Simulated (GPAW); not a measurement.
Runs of GPAW 26.7.0 on SiO. Symmetry: F-43m, No. 216, cubic system. Conventional cell: a = 4.867 Å, b = 4.867 Å, c = 4.867 Å, α = 90.00°, β = 90.00°, γ = 90.00°. Si (site symmetry -43m) has 4 O at 2.11 Å as nearest neighbours. O (site symmetry -43m) has 4 Si at 2.11 Å as nearest neighbours. The cell was built by a generator and needn't be a form met in nature.

| level | potentials or basis | eigensolver | gap on the mesh (eV) | pressure (GPa) | relaxed volume (Å³/atom) |
| --- | --- | --- | --- | --- | --- |
| revPBE | the program's PAW data sets (release 1.2.1) made for this functional, pw | - | none | 0.0 | 14.87 |
| TPSS | GPAW PAW data sets (gpaw-data 1.2.1), pw | davidson | none | 0.0 | 13.99 |
| RPBE | the program's PAW data sets (release 1.2.1) made for this functional, pw | - | none | -0.1 | 15.02 |
| BLYP | PAW data sets generated in the run's folder for this functional, pw | davidson | none | 0.1 | (a) |

Alike in all rows: task relaxation of cell and atoms; no spin polarisation; cell relaxed; k mesh 8 × 8 × 8; cutoff (eV) 800; smearing fermi-dirac 0.05 eV.

Problem. Fill in the values left out.

Solution. (a) 15.95.

Caveats: later steps reuse the first step's grids; the PAW data sets were made with another functional, which shifts forces and pressure a little (some runs).

A gap of «none» marks a metal or a gap under the smearing width.

Runs at the PBE level aren't shown here.
